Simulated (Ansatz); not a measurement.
What does this script print? It uses Ansatz's Python interface.

Script `c2h4aln_scan.py`:
```python
"""Potential curve of C2H4AlN along one bond."""

import ansatz as az
import numpy as np

geometry_ang = [
    ("C", [-0.1229, 1.1838, -0.2479]),
    ("C", [0.3369, -0.1696, -0.1645]),
    ("N", [1.3102, -1.069, -0.4695]),
    ("Al", [0.1113, -1.781, 0.4675]),
    ("H", [0.136, 1.79, 0.6251]),
    ("H", [0.25, 1.7314, -1.1643]),
    ("H", [-1.2517, 1.2172, -0.3269]),
    ("H", [-0.6776, -2.9599, 1.2247]),
]
molecule = az.Crystal.molecule()
for symbol, xyz in geometry_ang:
    molecule = molecule.atom(symbol, xyz)

symbols = [site.symbol for site in molecule.cartesian_sites]
start = np.array([site.position_ang for site in molecule.cartesian_sites])
axis = (start[6] - start[0]) / np.linalg.norm(start[6] - start[0])
moving = [6]
lengths, energies = [0.996, 1.041, 1.087, 1.132, 1.177, 1.223, 1.268, 1.336], []
for length in lengths:
    xyz = start.copy()
    xyz[moving] += (length - np.linalg.norm(start[6] - start[0])) * axis
    point = az.Crystal.molecule()
    for symbol, place in zip(symbols, xyz):
        point = point.atom(symbol, place.tolist())
    base = point.calculation()
    base = base.basis(gaussian="cc-pVDZ").functional("PBE0")
    data = base.run().report
    energies.append(data["free_energy_ev"])
    print(f"r = {length:6.3f} A  E = {energies[-1]:.5f} eV  <S^2> = {abs(data['mean_field']['state']['spin_squared']):.3f}")

# quartic fit about the minimum
fit = np.polynomial.Polynomial.fit(lengths, np.array(energies) - min(energies), 4).convert()
roots = [r.real for r in fit.deriv().roots() if abs(r.imag) < 1e-9 and fit.deriv(2)(r.real) > 0]
r_e = min(roots, key=lambda r: abs(r - lengths[int(np.argmin(energies))]))
print(f"minimum of the fit at {r_e:.4f} A, force constant {fit.deriv(2)(r_e):.2f} eV/A^2")
```

```console
$ python c2h4aln_scan.py
r =  0.996 A  E = -10215.45512 eV  <S^2> = 0.000
r =  1.041 A  E = -10215.61096 eV  <S^2> = 0.000
r =  1.087 A  E = -10215.67186 eV  <S^2> = 0.000
r =  1.132 A  E = -10215.65707 eV  <S^2> = 0.000
r =  1.177 A  E = -10215.58590 eV  <S^2> = 0.000
r =  1.223 A  E = -10215.46893 eV  <S^2> = 0.000
r =  1.268 A  E = -10215.32215 eV  <S^2> = 0.000
r =  1.336 A  E = -10215.05804 eV  <S^2> = 0.000
minimum of the fit at 1.0990 A, force constant 33.93 eV/A^2
```

Caveats:
- Total energies depend on the basis set; only differences at equal settings carry meaning.
- The rest of the molecule is held rigid at a force-field or estimated start geometry, and the basis set is modest; single-reference methods fail as a bond breaks.
- The orbitals are restricted, so S² is zero by construction.
- Timing: 13 s on 1 thread of Intel(R) Xeon(R) Processor @ 2.30GHz (shared host), peak memory 0.25 GiB.
